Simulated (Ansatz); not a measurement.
# Zn2C: a single-point run

Wanted: a converged single-point run for Zn2C, and a check of what comes out. The structure is shown as the input types it. The cell is built on a prototype (antifluorite) and needn't be the phase found in nature.

Computed with Ansatz 0.2.0 (density functional or hybrid calculation with the settings of its input, plane waves (as first typed), unless a step's input says otherwise).

10 further runs of the same task are left out: 2 for a known fault of the program, 7 that didn't finish, 1 set aside as unsound or not needed.

**1. The structure to begin with**

Symmetry: Fm-3m, No. 225, cubic system. Conventional cell: a = 5.156 Å, b = 5.156 Å, c = 5.156 Å, α = 90.00°, β = 90.00°, γ = 90.00°. Around C (site symmetry m-3m) lie 8 Zn at 2.23 Å. Zn (site symmetry -43m) has 4 C at 2.23 Å as nearest neighbours.

The input asks for a charge of +0.1 e on the cell.

As a file:

```cif
data_structure
_symmetry_space_group_name_H-M 'P 1'
_symmetry_Int_Tables_number 1
_cell_length_a 3.6458
_cell_length_b 3.6458
_cell_length_c 3.6458
_cell_angle_alpha 60.000
_cell_angle_beta 60.000
_cell_angle_gamma 60.000
_cell_volume 34.27
loop_
_atom_site_label
_atom_site_type_symbol
_atom_site_fract_x
_atom_site_fract_y
_atom_site_fract_z
_atom_site_occupancy
C1 C 0.00000 0.00000 0.00000 1
Zn1 Zn 0.25000 0.25000 0.25000 1
Zn2 Zn 0.75000 0.75000 0.75000 1
```

**2. Input and run**

input.yaml

```yaml
crystal:
  lattice:
    - [0.0, 2.5779490272, 2.5779490272]
    - [2.5779490272, 0.0, 2.5779490272]
    - [2.5779490272, 2.5779490272, 0.0]
  atoms:
    - { symbol: C, position: [0.0, 0.0, 0.0] }
    - { symbol: Zn, position: [0.25, 0.25, 0.25] }
    - { symbol: Zn, position: [0.75, 0.75, 0.75] }
kpoints:
  mp_grid: { grid: [6, 6, 6] }
hamiltonian:
  xc: r2scan
scf:
  occupations: { method: fermi_dirac, width: 0.02 }
  n_extra_bands: 4
  max_iter: 100
output:
  forces: true
  stress: true
  eigenvalues: true
total_charge: 0.1
```

Command:

```
> ansatz run input.yaml --threads 4 --pin off --max-ram 3686MiB --backend cpu --events-out ev --progress --plain --runs-dir out
```

What happens when this is run?

This run ends as converged. Convergence says nothing about whether the input makes sense.

Look at the input: total_charge is 0.1. The net charge is not the one intended, so the run treats another number of electrons.

To check: delete total_charge (the default then holds).
